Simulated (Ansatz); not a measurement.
# NiMoIrPdW (P-3m1) in Ansatz: equation of state, part 2 of 2

Ansatz 0.2.0. Earlier steps stand in the parts before.

## 4. Single point, PBE, collinear spin, ferromagnetic start, 14.35 Å³/atom (volume scaled by 0.98)

Input file input.yaml:

```yaml
crystal:
  lattice:
    - [2.7522531309, 0.0, 0.0]
    - [-1.3761315319, 2.3835246154, 0.0]
    - [0.0, 0.0, 21.8718229296]
  atoms:
    - { symbol: Ni, position: [0.33333, 0.66667, 0.85081], spin: 1.0 }
    - { symbol: Ni, position: [0.66667, 0.33333, 0.14919], spin: 1.0 }
    - { symbol: Mo, position: [0.66667, 0.33333, 0.76059], spin: 1.0 }
    - { symbol: Mo, position: [0.33333, 0.66667, 0.23941], spin: 1.0 }
    - { symbol: Pd, position: [0.33333, 0.66667, 0.05329] }
    - { symbol: Pd, position: [0.66667, 0.33333, 0.94671] }
    - { symbol: Ir, position: [0.33333, 0.66667, 0.65827], spin: 0.6 }
    - { symbol: Ir, position: [0.66667, 0.33333, 0.34173], spin: 0.6 }
    - { symbol: W, position: [0.33333, 0.66667, 0.44418] }
    - { symbol: W, position: [0.66667, 0.33333, 0.55582] }
hamiltonian:
  xc: pbe
  pseudopotentials: { kind: paw }
magnetization:
  spin_polarized: true
kpoints:
  mp_grid: { grid: [11, 11, 2] }
scf:
  occupations: { method: fermi_dirac, width: 0.05 }
output:
  forces: true
  stress: true
  eigenvalues: true
  write_density: true
  write_potential: true
  elf: true
  volumetric_format: npy
```

Potentials or basis: Ansatz PAW.

Command:

```sh
ansatz run input.yaml --threads 8 --pin off --max-ram 20480MiB --backend cpu --events-out ev --progress --plain --runs-dir out
```

The log of the run:

```text
Warning: the atoms were moved onto the symmetric positions of the space group found under crystal.symmetry.tolerance 1.0e-5 (fractional; no operation is sought that the atoms, as they stand in a round, miss by more than twice it, and no atom is moved by as much as it), and the run uses the moved positions. Before a round's move an operation carried an atom to 2.75e-5 Å from where it should land, the largest such distance. Atom 0 (counting from 0) moved farthest, by 1.59e-5 Å; the longest move in fractions of the cell, of whichever atom, is 0.47 of the tolerance, in 1 round. To run the atoms as typed, lower crystal.symmetry.tolerance until the operations that they miss are no longer found, or set crystal.symmetry.detect: false (a key that needs symmetry detection or time reversal refuses this as the deck is read). The positions used, in the order of the run's atom list: position: [0.3333333333333333, 0.6666666666666666, 0.85081]; position: [0.6666666666666666, 0.3333333333333333, 0.14919]; position: [0.6666666666666666, 0.3333333333333333, 0.76059]; position: [0.3333333333333333, 0.6666666666666666, 0.23941]; position: [0.3333333333333333, 0.6666666666666666, 0.05329]; position: [0.6666666666666666, 0.3333333333333333, 0.94671]; position: [0.3333333333333333, 0.6666666666666666, 0.65827]; position: [0.6666666666666666, 0.3333333333333333, 0.34173]; position: [0.3333333333333333, 0.6666666666666666, 0.44418]; position: [0.6666666666666666, 0.3333333333333333, 0.55582]; The lattice was moved too: crystal.lattice, of which some number shows no typed digit to judge by, misses the space group found at crystal.symmetry.tolerance 1.0e-5 by more than rounding, which is why this is a warning: the operation that it misses by the most changes a squared length by the fraction 4.62e-6, and from 1e-6 on that is taken for a strain and not for rounding. The run uses the lattice that is a stretch of the typed one, with no rotation, onto the one that keeps every operation to a double's rounding (on a very oblique basis the stretch itself rounds by more); the deck's lattice vector that moved farthest moved by 3.50e-6 Å. To run the lattice as typed, set crystal.symmetry.tolerance under 4.49e-7, the least fraction by which an operation that the lattice misses changes a squared length (the same key also sets how far an atom may lie from its image, so lowering it can lose operations that the atoms keep only within it), or set crystal.symmetry.detect: false, as for the atoms. crystal.lattice made exact, in Å and degrees: [[2.7522551437735188, 2.8673812444848302e-6, 0.0], [-1.3761300551117595, 2.3835214385136374, 0.0], [0.0, 0.0, 21.8718229296]]. Pasted over the deck's crystal.lattice, beside positions in fractional coordinates, it runs the same cell (given as lengths and angles, that cell in the form's own orientation, a rigid turn of the misfit's size from the one run here, for which a checkpoint.post_process_only pass over this run's state can be refused: where this run relaxes nothing, give such a pass this deck's own crystal.lattice, as typed; behind a relaxation, as crystal.lattice, the state's own cell, identity.cell in its checkpoint.json), and a matrix so pasted ends this notice, except on a very skew basis of the lattice, where the rounding of the pasted numbers themselves can read as a misfit: the cell is then moved again, and that move is told again. The lattice as run is in this notice's lattice.as_run_ang field (Run.prep()["deck_notices"] in Python, the deck_notice line of an events file, deck_notices of ansatz run --dry-run=json, or deck_notices in record.json in the deck's checkpoint.write directory).
Warning: RAYON_NUM_THREADS=8 ignored (pool sized by the plan → 8); use --threads N
[... 132 lines left out ...]
        5.632011       0.000000      -0.000000
       -0.000000       5.632011       0.000000
       -0.000000       0.000000       4.855626
  P = ⅓ Tr σ = 5.3732 GPa (53.732 kbar)
--- Band table (eV; the first three rows and the last of 64) ---
  k-point 0 ↑: bands = ["-81.7883", "-81.7883", "-71.1686", "-71.1686", "-62.7684", "-62.7490", "-52.4152", "-52.3743", "-42.3919", "-42.3919", "-42.0561", "-42.0561", "-42.0561", "-42.0561", "-39.6950", "-39.6950", "-28.5464", "-28.3840", "-28.3413", "-28.3413", "-28.3204", "-28.3204", "-28.0697", "-28.0696", "-27.7893", "-27.7893", "-27.7893", "-27.7893", "-17.0387", "-16.5386", "-16.0338", "-16.0338", "-15.9824", "-15.9824", "-13.8674", "-13.8673", "-13.0552", "-13.0552", "-13.0552", "-13.0552", "11.7304", "12.2538", "13.6389", "14.0864", "14.3889", "14.6325", "15.3297", "15.8558", "16.3405", "16.4267", "18.0871", "18.0871", "18.1003", "18.1003", "18.3627", "18.3920", "18.5122", "18.5576", "18.5576", "18.7119", "18.7119", "19.2658", "19.2895", "19.2895", "19.3243", "19.3693", "19.3693", "19.6433", "19.6433", "19.6993", "19.6993", "19.7706", "19.7706", "19.7915", "19.8512", "19.8512", "19.8592", "20.3787", "20.3787", "20.7098", "20.7184", "20.7184", "21.0671", "21.0671", "21.1295", "21.1295", "21.1488", "21.6044", "21.6044", "21.6961", "21.6961", "22.3468", "23.8253", "23.8253", "23.8592", "23.8592", "24.2824", "24.2824", "25.2871", "25.2871", "29.7415"]
  k-point 1 ↑: bands = ["-81.7883", "-81.7883", "-71.1686", "-71.1686", "-62.7684", "-62.7490", "-52.4152", "-52.3743", "-42.3919", "-42.3919", "-42.0561", "-42.0561", "-42.0561", "-42.0561", "-39.6950", "-39.6950", "-28.5464", "-28.3840", "-28.3413", "-28.3413", "-28.3204", "-28.3204", "-28.0697", "-28.0696", "-27.7893", "-27.7893", "-27.7893", "-27.7893", "-17.0387", "-16.5386", "-16.0338", "-16.0338", "-15.9824", "-15.9824", "-13.8673", "-13.8673", "-13.0552", "-13.0552", "-13.0552", "-13.0552", "11.7309", "12.2517", "13.6812", "13.9972", "14.4324", "14.6319", "15.3749", "15.8067", "16.3327", "16.4409", "18.0870", "18.0870", "18.1005", "18.1005", "18.3725", "18.3835", "18.4784", "18.5575", "18.5575", "18.7120", "18.7120", "19.2812", "19.2812", "19.3010", "19.3864", "19.3864", "19.3977", "19.6543", "19.6543", "19.6675", "19.6675", "19.7374", "19.7374", "19.7844", "19.9152", "19.9152", "19.9667", "20.2881", "20.3351", "20.3351", "20.7738", "20.7738", "21.0045", "21.0045", "21.1609", "21.1609", "21.5123", "21.6056", "21.6056", "21.6956", "21.6956", "22.2276", "23.8250", "23.8250", "23.8594", "23.8594", "24.2824", "24.2824", "25.2871", "25.2871", "29.8475"]
  k-point 2 ↑: bands = ["-81.7879", "-81.7879", "-71.1657", "-71.1657", "-62.7652", "-62.7465", "-52.4056", "-52.3662", "-42.3912", "-42.3912", "-42.0605", "-42.0605", "-42.0572", "-42.0572", "-39.6790", "-39.6790", "-28.5409", "-28.3901", "-28.3600", "-28.3482", "-28.3450", "-28.3259", "-28.0639", "-28.0638", "-27.8321", "-27.8321", "-27.7996", "-27.7996", "-17.0168", "-16.5367", "-16.1333", "-16.0850", "-16.0596", "-16.0036", "-13.8513", "-13.8513", "-13.1625", "-13.1625", "-13.0794", "-13.0794", "12.0593", "12.5639", "13.9371", "14.3567", "14.6229", "14.9496", "15.5930", "16.1140", "16.5173", "16.6024", "17.8341", "17.8734", "18.2667", "18.3321", "18.3462", "18.3614", "18.3952", "18.4320", "18.5276", "18.7132", "18.7151", "18.8645", "18.9563", "19.2211", "19.3176", "19.3273", "19.4202", "19.4538", "19.4708", "19.6293", "19.7099", "19.7185", "19.7387", "19.7682", "19.8203", "19.8408", "20.2007", "20.2734", "20.3652", "20.3940", "20.6221", "20.8065", "20.8333", "20.9216", "21.1110", "21.2474", "21.3687", "21.5937", "21.7138", "21.7665", "21.8621", "22.6244", "23.7456", "23.8297", "23.9234", "24.2074", "24.4757", "24.5841", "25.3203", "25.8873", "29.7971"]
  k-point 31 ↓: bands = ["-81.7824", "-81.7824", "-71.1281", "-71.1281", "-62.7192", "-62.7172", "-52.2713", "-52.2671", "-42.3818", "-42.3818", "-42.0993", "-42.0993", "-42.0887", "-42.0887", "-39.4664", "-39.4664", "-28.5968", "-28.5797", "-28.5374", "-28.5086", "-28.4131", "-28.3985", "-28.2046", "-28.2046", "-28.1036", "-28.1036", "-27.9874", "-27.9874", "-17.0334", "-16.9841", "-16.8050", "-16.7281", "-16.5482", "-16.5096", "-14.0665", "-14.0665", "-13.8196", "-13.8196", "-13.6395", "-13.6395", "15.9380", "15.9850", "16.2393", "16.4448", "16.6807", "16.7492", "16.8698", "16.8918", "17.0754", "17.3209", "17.3309", "17.4390", "17.5792", "17.6081", "17.6453", "18.0234", "18.0952", "18.1180", "18.1737", "18.3212", "18.7634", "18.8180", "18.9216", "18.9441", "19.0674", "19.1072", "19.1237", "19.1427", "19.5353", "19.5466", "19.7425", "20.0356", "20.3323", "20.7225", "20.7622", "20.8676", "21.0121", "21.1310", "21.1689", "21.4284", "21.4542", "21.7280", "22.3921", "22.8903", "22.9145", "23.2259", "23.2284", "23.6077", "24.5730", "25.0018", "25.9600", "26.2819", "26.3710", "26.3850", "27.5983", "27.6538", "27.9726", "28.0142", "28.4782", "28.5726", "29.3737"]
```

It took 37 s on 8 threads of Arm Neoverse V1, shared host; peak memory 1.4 GiB.

Results:

* Free energy: -80177.4995 eV
* Pressure: 5.4 GPa
* Largest force: 0.132 eV/Å
* Band gap on the k mesh: none (metal or under the smearing width)
* Net moment: 0.00 μB per cell
* Absolute moment: 0.00 μB per cell

Caveat: the starting moments weren't kept.

## 5. Single point, PBE, collinear spin, ferromagnetic start, 14.64 Å³/atom

input.yaml: that of step 4 with these lines changed.

```diff
@@ -2,5 +2,5 @@
   lattice:
-    - [2.7522531309, 0.0, 0.0]
-    - [-1.3761315319, 2.3835246154, 0.0]
-    - [0.0, 0.0, 21.8718229296]
+    - [2.77085, 0.0, 0.0]
+    - [-1.38543, 2.39963, 0.0]
+    - [0.0, 0.0, 22.01961]
   atoms:
@@ -29,5 +29 @@
   eigenvalues: true
-  write_density: true
-  write_potential: true
-  elf: true
-  volumetric_format: npy
```

Command:

```sh
ansatz run input.yaml --threads 8 --pin off --max-ram 20480MiB --backend cpu --events-out ev --progress --plain --runs-dir out
```

Wall time 36 s (8 threads of Arm Neoverse V1, shared host); peak memory 1.4 GiB.

It converged, with:

| Item | Value |
| --- | --- |
| Free energy | -80177.5478 eV |
| Pressure | 0.0 GPa |
| Largest force | 0.095 eV/Å |
| Band gap on the k mesh | none (metal or under the smearing width) |
| Net moment | 0.00 μB per cell |
| Absolute moment | 0.00 μB per cell |

Caveat: the starting moments weren't kept.

## 6. Single point, PBE, collinear spin, ferromagnetic start, 14.93 Å³/atom (volume scaled by 1.02)

input.yaml: that of step 5 with these lines changed.

```diff
@@ -2,5 +2,5 @@
   lattice:
-    - [2.77085, 0.0, 0.0]
-    - [-1.38543, 2.39963, 0.0]
-    - [0.0, 0.0, 22.01961]
+    - [2.7892005348, 0.0, 0.0]
+    - [-1.3946053005, 2.4155220525, 0.0]
+    - [0.0, 0.0, 22.1654394817]
   atoms:
```

Potentials or basis: Ansatz PAW.

Command:

```sh
ansatz run input.yaml --threads 8 --pin off --max-ram 20480MiB --backend cpu --events-out ev --progress --plain --runs-dir out
```

Wall time 38 s (8 threads of Arm Neoverse V1, shared host); peak memory 1.4 GiB.

The run converged. Its results:

```
Free energy            : -80177.5035 eV
Pressure               : -4.8 GPa
Largest force          : 0.159 eV/Å
Band gap on the k mesh : none (metal or under the smearing width)
Net moment             : 0.00 μB per cell
Absolute moment        : 0.00 μB per cell
```

Caveat: the starting moments weren't kept.

## 7. Single point, PBE, collinear spin, ferromagnetic start, 15.23 Å³/atom (volume scaled by 1.04)

input.yaml: that of step 6 with these lines changed.

```diff
@@ -2,5 +2,5 @@
   lattice:
-    - [2.7892005348, 0.0, 0.0]
-    - [-1.3946053005, 2.4155220525, 0.0]
-    - [0.0, 0.0, 22.1654394817]
+    - [2.8073127341, 0.0, 0.0]
+    - [-1.4036614328, 2.4312077002, 0.0]
+    - [0.0, 0.0, 22.30937494]
   atoms:
```

Command:

```sh
ansatz run input.yaml --threads 8 --pin off --max-ram 20480MiB --backend cpu --events-out ev --progress --plain --runs-dir out
```

Wall time 40 s (8 threads of Arm Neoverse V1, shared host); peak memory 1.5 GiB.

It converged, with:

* Free energy: -80177.3766 eV
* Pressure: -9.0 GPa
* Largest force: 0.216 eV/Å
* Band gap on the k mesh: none (metal or under the smearing width)
* Net moment: 0.00 μB per cell
* Absolute moment: 0.00 μB per cell

Caveat: the starting moments weren't kept.

## 8. Single point, PBE, collinear spin, ferromagnetic start, 15.52 Å³/atom (volume scaled by 1.06)

input.yaml: that of step 7 with these lines changed.

```diff
@@ -2,5 +2,5 @@
   lattice:
-    - [2.8073127341, 0.0, 0.0]
-    - [-1.4036614328, 2.4312077002, 0.0]
-    - [0.0, 0.0, 22.30937494]
+    - [2.825194189, 0.0, 0.0]
+    - [-1.4126021926, 2.4466935171, 0.0]
+    - [0.0, 0.0, 22.4514767007]
   atoms:
```

Command:

```sh
ansatz run input.yaml --threads 8 --pin off --max-ram 20480MiB --backend cpu --events-out ev --progress --plain --runs-dir out
```

It took 41 s on 8 threads of Arm Neoverse V1, shared host; peak memory 1.5 GiB.

Results (log left out):

| Property | Result |
| --- | --- |
| Free energy | -80177.1758 eV |
| Pressure | -12.8 GPa |
| Largest force | 0.266 eV/Å |
| Band gap on the k mesh | none (metal or under the smearing width) |
| Net moment | 0.00 μB per cell |
| Absolute moment | 0.00 μB per cell |

Caveat: the starting moments weren't kept.

## 9. Equation of state, PBE, collinear spin, ferromagnetic start

Potentials or basis: Ansatz PAW.

No new run: the results of the series are fitted here.

Results:

```
Equilibrium volume                        : 14.64 Å³/atom
Bulk modulus at fixed shape and positions : 253 GPa
Pressure derivative of the bulk modulus   : 4.7
```

Energy against volume, from the lowest point:
```csv
volume (Å³/atom),energy (meV/atom)
13.762,46.84
14.055,20.03
14.348,4.83
14.641,0.00
14.934,4.43
15.227,17.12
15.519,37.20
```

Caveat: the cell was scaled at fixed shape and fractional positions, which overstates the stiffness of a crystal with free parameters, most of all of layers and chains.
